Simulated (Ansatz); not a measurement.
# GeH4 + AsH3: a complex and its separated parts

Aim: how far the complex at one end of a reaction step lies below its separated, relaxed parts, level by level.

Program: Ansatz 0.2.0, Gaussian basis. Level of theory: PBE0-D4/def2-TZVP structures, single points in def2-TZVPP, no counterpoise correction. These are calculated values, not measurements.

Levels: SPW92, PBE-D4, BLYP-D4, r2SCAN-D4, B97M-V, PBE0-D4, B3LYP-D4, r2SCAN0-D4, BHLYP-D4, CAM-B3LYP-D4, wB97X-V, wB97M-V, B2PLYP, PBE-QIDH, RPA on PBE, Hartree-Fock, MP2, CCSD, CCSD(T).

Cores are frozen in the correlated methods. Filled d shells of the heavier atoms are correlated. B3LYP uses VWN-RPA correlation. B2PLYP carries no dispersion term here.

94 further runs of the same task are left out: 94 set aside as unsound or not needed.

## Step 1: The system as given

The complex: 9 atoms, charge 0, spin multiplicity 1.

Atoms are counted from 1 here; the program's logs count them from 0.

Bond lengths: Ge1–H2 1.536 Å, Ge1–H3 1.536 Å, Ge1–H4 1.533 Å, Ge1–H5 1.534 Å, H6–As7 1.521 Å, As7–H8 1.522 Å, As7–H9 1.521 Å. Angles: H2–Ge1–H3 109.0°, H2–Ge1–H4 109.5°, H2–Ge1–H5 109.4°, H3–Ge1–H4 109.5°, H3–Ge1–H5 109.5°, H4–Ge1–H5 109.8°, H6–As7–H8 92.3°, H6–As7–H9 92.1°, H8–As7–H9 92.2°.

Coordinates:

| atom | x (Å) | y (Å) | z (Å) |
| --- | --- | --- | --- |
| Ge1 | -1.4381 | 1.1644 | -0.6042 |
| H2 | -1.2552 | -0.3282 | -0.9174 |
| H3 | -2.6673 | 1.6887 | -1.3618 |
| H4 | -1.6479 | 1.3486 | 0.9036 |
| H5 | -0.1916 | 1.9366 | -1.0540 |
| H6 | 0.7982 | -2.1478 | 1.1576 |
| As7 | 1.5753 | -0.8720 | 0.8713 |
| H8 | 2.8393 | -1.4259 | 1.5126 |
| H9 | 1.9873 | -1.3645 | -0.5077 |

Its parts: GeH4 holds atoms 1, 2, 3, 4, 5; AsH3 holds atoms 6, 7, 8, 9. Each part counts its atoms afresh in its own runs.

## Step 2: Relaxing GeH4 alone

The input, relax-a/in.yaml:

```yaml
crystal:
  periodic: [false, false, false]
  atoms:
    - {symbol: Ge, position_ang: [-1.438071, 1.164435, -0.604180]}
    - {symbol: H, position_ang: [-1.255188, -0.328203, -0.917401]}
    - {symbol: H, position_ang: [-2.667263, 1.688686, -1.361775]}
    - {symbol: H, position_ang: [-1.647908, 1.348634, 0.903590]}
    - {symbol: H, position_ang: [-0.191616, 1.936584, -1.053996]}
basis:
  gaussian: {orbitals: def2-TZVP}
hamiltonian: {xc: pbe0, dispersion: d4}
relax: {f_tol: 0.005, max_steps: 200}
```

Launch:

```bash
$ ansatz run in.yaml --threads 4 --pin off --events-out ev --progress --plain --max-ram 9574MiB
```

Further steps of the session: Relaxing AsH3 alone; SPW92/def2-TZVPP; PBE-D4/def2-TZVPP; BLYP-D4/def2-TZVPP; r2SCAN-D4/def2-TZVPP; B97M-V/def2-TZVPP; PBE0-D4/def2-TZVPP; B3LYP-D4/def2-TZVPP; r2SCAN0-D4/def2-TZVPP; BHLYP-D4/def2-TZVPP; CAM-B3LYP-D4/def2-TZVPP; wB97X-V/def2-TZVPP; wB97M-V/def2-TZVPP; B2PLYP/def2-TZVPP; PBE-QIDH/def2-TZVPP; RPA on PBE/def2-TZVPP; CCSD(T)/def2-TZVPP; MP2/def2-QZVPP; Vibrations of GeH4; Vibrations of AsH3.

**Question.** What will these runs give? Wanted: complex less parts, CCSD(T)/def2-TZVPP; with zero-point energy; largest T1 diagnostic.

As calculated:

| quantity | value |
| --- | --- |
| complex less parts, CCSD(T)/def2-TZVPP | -5.1 kJ/mol |
| with zero-point energy | -2.8 kJ/mol |
| largest T1 diagnostic | 0.012 |

**Reading.** At CCSD(T) the complex lies 5.1 kJ/mol below its parts. The functionals run from B97M-V, off by 0.0 kJ/mol, to B2PLYP, off by +4.0 kJ/mol, against CCSD(T). wB97X-V is as near within the digits shown. By rung, the mean size of the error is: LDA 3.4, GGA 0.7, meta-GGA 0.4, hybrid 0.8, range-separated hybrid 0.1, double hybrid 2.8 kJ/mol. PBE-D4 gives a relative energy 1.3 kJ/mol too low, an error of 26 % of the reference. No counterpoise was applied, and triple zeta lacks some correlation, so the CCSD(T) reference has a basis error of its own, and close matches with it are partly luck.
